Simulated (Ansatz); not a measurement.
# Cl2GeH4O2Si: one species, many methods

The task here is to estimate one member of a computed series from the others.

Program: Ansatz 0.2.0, Gaussian basis. Level of theory: functionals in def2-TZVPP, the program's frozen cores in correlated methods. These are calculated values, not measurements.

Levels to be run: PBE-D4, r2SCAN-D4, PBE0-D4, B3LYP-D4, ωB97X-V, ωB97M-V, B2PLYP; CCSD(T)/def2-TZVPP; MP2/def2-QZVPP; extrapolation to the limit.

## Structure used throughout

The geometry comes from an earlier relaxation with PBE0-D4 in a triple-zeta def2 set; it is a stationary point, not always the lowest conformer.

SMILES `O[Si](O)(Cl)[GeH2][Cl]`, 10 atoms, charge 0, spin multiplicity 1.

Atoms are counted from 1 here; the program's logs count them from 0.

Bond lengths: O1–Si2 1.623 Å, O1–H7 0.960 Å, Si2–O3 1.630 Å, Si2–Cl4 2.059 Å, Si2–Ge5 2.374 Å, O3–H8 0.960 Å, Ge5–Cl6 2.176 Å, Ge5–H9 1.535 Å, Ge5–H10 1.534 Å. Angles: Si2–O1–H7 119.2°, O1–Si2–O3 108.8°, O1–Si2–Cl4 111.3°, O1–Si2–Ge5 108.5°, O3–Si2–Cl4 108.8°, O3–Si2–Ge5 111.6°, Cl4–Si2–Ge5 107.9°, Si2–O3–H8 117.9°, Si2–Ge5–Cl6 101.9°, Si2–Ge5–H9 115.0°, Si2–Ge5–H10 115.4°, Cl6–Ge5–H9 106.1°, Cl6–Ge5–H10 106.4°, H9–Ge5–H10 110.7°.

The first run:

in.yaml reads:

```yaml
crystal:
  periodic: [false, false, false]
  atoms:
    - {symbol: O, position_ang: [-0.136868, 0.887771, -1.889893]}
    - {symbol: Si, position_ang: [-0.549521, 0.068576, -0.550923]}
    - {symbol: O, position_ang: [-0.724458, -1.506636, -0.930477]}
    - {symbol: Cl, position_ang: [-2.321732, 0.762740, 0.234001]}
    - {symbol: Ge, position_ang: [1.144339, 0.390175, 1.080418]}
    - {symbol: Cl, position_ang: [0.672538, -1.163432, 2.528373]}
    - {symbol: H, position_ang: [-0.702727, 0.836393, -2.663719]}
    - {symbol: H, position_ang: [-1.038889, -2.100937, -0.245145]}
    - {symbol: H, position_ang: [2.573352, 0.103400, 0.598288]}
    - {symbol: H, position_ang: [1.083967, 1.721951, 1.839077]}
basis:
  gaussian: {orbitals: def2-TZVPP}
hamiltonian: {xc: pbe, dispersion: d4}
output: {forces: true, orbitals: {seedname: orbitals}}
```

The run is started by

```
$ ansatz run in.yaml --threads 2 --pin off --events-out ev --progress --plain --max-ram 32768MiB --backend cuda --devices 0, --max-vram 18GiB
```

Among the steps run: PBE-D4 (GGA); r2SCAN-D4 (meta-GGA); PBE0-D4 (hybrid); B3LYP-D4 (hybrid); ωB97X-V (range-separated); ωB97M-V (range-separated); B2PLYP (double hybrid); CCSD(T) in def2-TZVPP; MP2 in def2-QZVPP.

One of the session's tables, all rows but one given; the rest of the session is left out.

| method | atomisation energy (kcal/mol) |
| --- | --- |
| PBE-D4 | 829.1 |
| r2SCAN-D4 | 826.0 |
| PBE0-D4 | 813.7 |
| B3LYP-D4 | 811.3 |
| ωB97X-V | 826.1 |
| ωB97M-V | 822.7 |
| B2PLYP | 806.0 |
| HF/def2-TZVPP | 581.7 |
| MP2/def2-TZVPP | 823.7 |
| CCSD/def2-TZVPP | 785.9 |
| CCSD(T)/def2-TZVPP | 800.6 |
| MP2/CBS | 850.2 |
| CCSD(T)/CBS | ? |

Q: Estimate the row for CCSD(T)/CBS from the others.

The run gave: atomisation energy (kcal/mol): 827.1. In the column «atomisation energy (kcal/mol)» it lies between ωB97X-V (826.1) and PBE-D4 (829.1).

To keep in mind: Free atoms (2 O, 1 Si, 2 Cl, 1 Ge, 4 H) were run apart at each level; the atomisation energy is their sum less the molecule, without zero-point or spin-orbit terms.
